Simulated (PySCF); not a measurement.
**PbOBr₂: relaxation and vibrations of the singlet**

Where does singlet PbOBr₂ go from a trigonal pyramidal start, is the end point a minimum, and what are its modes, charges and moments?

Program: PySCF 2.14.0. Level of theory: PBE0, basis Pb def2-SVP with ECP60, O def2-SVP, Br def2-SVP, scalar-relativistic core potentials, no spin–orbit coupling, density fitting. These are calculated values, not measurements.

## 1. The starting structure

4 atoms, charge 0, spin multiplicity 1.

Bond lengths: Pb1–O2 1.920 Å, Pb1–Br3 2.580 Å, Pb1–Br4 2.580 Å. Angles: O2–Pb1–Br3 99.8°, O2–Pb1–Br4 99.8°, Br3–Pb1–Br4 99.8°.

```xyz
4
charge 0 multiplicity 1
Pb   -0.1999   -0.3463   -0.5385
O    -1.0475   -1.8144    0.3629
Br    2.0781   -0.3463    0.6727
Br   -1.3389    1.6265    0.6727
```

## 2. Relaxing the singlet from the trigonal pyramidal start

One driver script runs all steps and calls PySCF; scf.py shows how it sets up the SCF of each step. The optimiser is the driver's own. Before each start the driver seeks the lowest SCF state from one or more starting densities and follows internal instabilities, so scf.py alone need not reach the same state.

The program finds Cs symmetry in the start, which this walk keeps. The walk stops when the largest gradient is under 0.0003 Eh/bohr and the energy has settled too.

The input, scf.py:

```python
from pyscf import gto, scf, dft
mol = gto.M(atom='''
Pb    -0.199918    -0.346269    -0.538463
O     -1.047522    -1.814366     0.362937
Br     2.078080    -0.346268     0.672737
Br    -1.338920     1.626533     0.672737''',
    basis={'Pb': 'def2-SVP', 'O': 'def2-SVP', 'Br': 'def2-SVP'},
    ecp={'Pb': 'def2-SVP'},
    charge=0, spin=0)
mf = dft.RKS(mol, xc='PBE0')
mf.grids.atom_grid = (50, 194)
aux = {'Pb': 'def2-universal-JKFIT', 'O': 'def2-universal-JKFIT', 'Br': 'def2-universal-JKFIT'}
mf = mf.density_fit(auxbasis=aux)
mf.kernel()
```

The optimiser's trace:

```tsv
step	energy (Eh)	change (kJ/mol)	largest symmetric gradient (Eh/bohr)
0	-5414.989210	0.00	0.03486
1	-5415.006085	-44.30	0.02624
2	-5415.017650	-74.67	0.02882
3	-5415.023283	-89.46	0.02752
4	-5415.029818	-106.62	0.01136
5	-5415.032324	-113.20	0.00657
6	-5415.033142	-115.34	0.00205
7	-5415.033174	-115.43	0.00326
8	-5415.033198	-115.49	0.00012
9	-5415.033198	-115.49	0.00008
```

The walk needed 24 s of wall time on 4 threads, shared host.

After 9 steps and 115.5 kJ/mol it ends at C2v: Pb–Br 2.570 Å (×2), Pb–O 1.931 Å; Br–Pb–Br 103.0°, Br–Pb–O 128.5° (×2).

## 3. Vibrations and properties at this point

On the finer grid the gradient is checked again; gradients at displacements of ±0.01 bohr then give force constants and infrared intensities.

scf.py: that of step 2 with these lines changed.

```diff
@@ -3,4 +3,4 @@
-Pb    -0.199918    -0.346269    -0.538463
-O     -1.047522    -1.814366     0.362937
-Br     2.078080    -0.346268     0.672737
-Br    -1.338920     1.626533     0.672737''',
+Pb    -0.288675    -0.500000    -0.085233
+O     -1.243897    -2.154497    -0.367270
+Br     2.244371    -0.127841     0.149322
+Br    -1.232903     1.879759     0.149322''',
@@ -11 +11 @@
-mf.grids.atom_grid = (50, 194)
+mf.grids.atom_grid = (75, 302)
```

The driver hands on the density of the step before, so the log starts near convergence.

Log of the central SCF (cycles and frontier levels):

```text
init E= -5415.03329767862
  HOMO = -0.306520307233304  LUMO = -0.165855060739645  gap/eV = 3.82770
cycle= 1 E= -5415.03329767839  delta_E= 2.26e-10  |g|= 3.67e-05  |ddm|= 8.34e-05
  HOMO = -0.306531274814722  LUMO = -0.165860268155534  gap/eV = 3.82785
cycle= 2 E= -5415.03329767711  delta_E= 1.29e-09  |g|= 7.72e-05  |ddm|= 0.00014
  HOMO = -0.306521000556557  LUMO = -0.165856611720415  gap/eV = 3.82767
cycle= 3 E= -5415.03329767855  delta_E= -1.44e-09  |g|= 3.33e-05  |ddm|= 0.000104
  HOMO = -0.306523388824314  LUMO = -0.165856967938041  gap/eV = 3.82773
cycle= 4 E= -5415.03329767881  delta_E= -2.62e-10  |g|= 8.95e-07  |ddm|= 3.36e-05
  HOMO = -0.30652335034982  LUMO = -0.165856903859641  gap/eV = 3.82773
cycle= 5 E= -5415.03329767881  delta_E= -9.09e-13  |g|= 6.63e-08  |ddm|= 9.22e-07
  HOMO = -0.306523360221778  LUMO = -0.165856908602819  gap/eV = 3.82773
Extra cycle  E= -5415.03329767881  delta_E=    0  |g|= 9.9e-08  |ddm|= 2.52e-07
converged SCF energy = -5415.03329767881
```

The whole step took 39 s.

Geometry: C2v; Pb–Br 2.571 Å (×2), Pb–O 1.931 Å; Br–Pb–Br 102.7°, Br–Pb–O 128.7° (×2).

Harmonic modes (main isotopes):

```json
{"symmetry": "a1", "ω (cm⁻¹)": "66", "IR (km/mol)": "1.1", "μ (u)": "84.07"}
{"symmetry": "b1", "ω (cm⁻¹)": "102", "IR (km/mol)": "14.9", "μ (u)": "22.96"}
{"symmetry": "b2", "ω (cm⁻¹)": "129", "IR (km/mol)": "34.8", "μ (u)": "18.30"}
{"symmetry": "a1", "ω (cm⁻¹)": "218", "IR (km/mol)": "8.6", "μ (u)": "82.67"}
{"symmetry": "b2", "ω (cm⁻¹)": "225", "IR (km/mol)": "39.2", "μ (u)": "97.32"}
{"symmetry": "a1", "ω (cm⁻¹)": "708", "IR (km/mol)": "14.9", "μ (u)": "17.18"}
```

All wavenumbers are real: a minimum.

Properties at this point:

| Item | Value |
| --- | --- |
| Dipole moment | 1.67 D |
| Highest occupied level | -8.34 eV |
| Lowest empty level | -4.51 eV |
| Rotational constants | 0.05002, 0.0265, 0.01732 cm⁻¹ |
| Zero-point energy | 8.7 kJ/mol |
| Principal polarisabilities | 40.3, 87.6, 100.6 bohr³ |
| Atomisation energy without zero-point energy | 727 kJ/mol |
| Principal traceless quadrupole moments about the centre of mass | -11.07, 2.23, 8.84 D Å |
| Entropy at 298.15 K and 1 bar | 367.5 J/(mol K) |
| Heat capacity Cp at 298.15 K | 76.2 J/(mol K) |
| Enthalpy at 298.15 K above 0 K | 18.79 kJ/mol |
| Rotational symmetry number | 2 |

Charges (e) and bond orders:

```
 atom  Mulliken  Löwdin  polar tensor  Mayer order to Pb1
  Pb1      0.92    0.48          1.45                   –
   O2     -0.48   -0.39         -0.51                1.58
Br3,4     -0.22   -0.05         -0.47                0.91
```

Outer orbital energies (eV). occupied: -10.58, -10.19, -9.60, -9.06, -9.06, -8.85, -8.52, -8.34; empty: -4.51, -2.69, -0.16, 1.19.

Mulliken populations on Pb1 (outside its core potential): s 3.45, p 7.38, d 10.24.

## 4. What came out

| quantity | value |
| --- | --- |
| minimum | singlet, C2v |
| geometry | Pb–Br 2.571 Å (×2), Pb–O 1.931 Å; Br–Pb–Br 102.7°, Br–Pb–O 128.7° (×2) |
| wavenumbers (cm⁻¹) | 66 (a1), 102 (b1), 129 (b2), 218 (a1), 225 (b2), 708 (a1) |
| dipole moment | 1.67 D |
| highest occupied, lowest empty level | -8.34, -4.51 eV |
| polar-tensor charge of Pb1 | +1.45 e |
| zero-point energy | 8.7 kJ/mol |
| entropy at 298.15 K | 367.5 J/(mol K) |
| atomisation energy (no zero-point energy) | 727 kJ/mol |

In words: The trigonal pyramidal start (Cs) ends in a minimum of C2v symmetry. In the infrared the band at 225 cm⁻¹ (b2, stretch) leads. Other starts or spin states, not run here, may lie lower. The soft modes, below some 90 cm⁻¹, carry numerical noise of tens of cm⁻¹, and the entropy with them. With an element this heavy the missing spin–orbit coupling can shift these numbers.

The search up to here took 65 s.
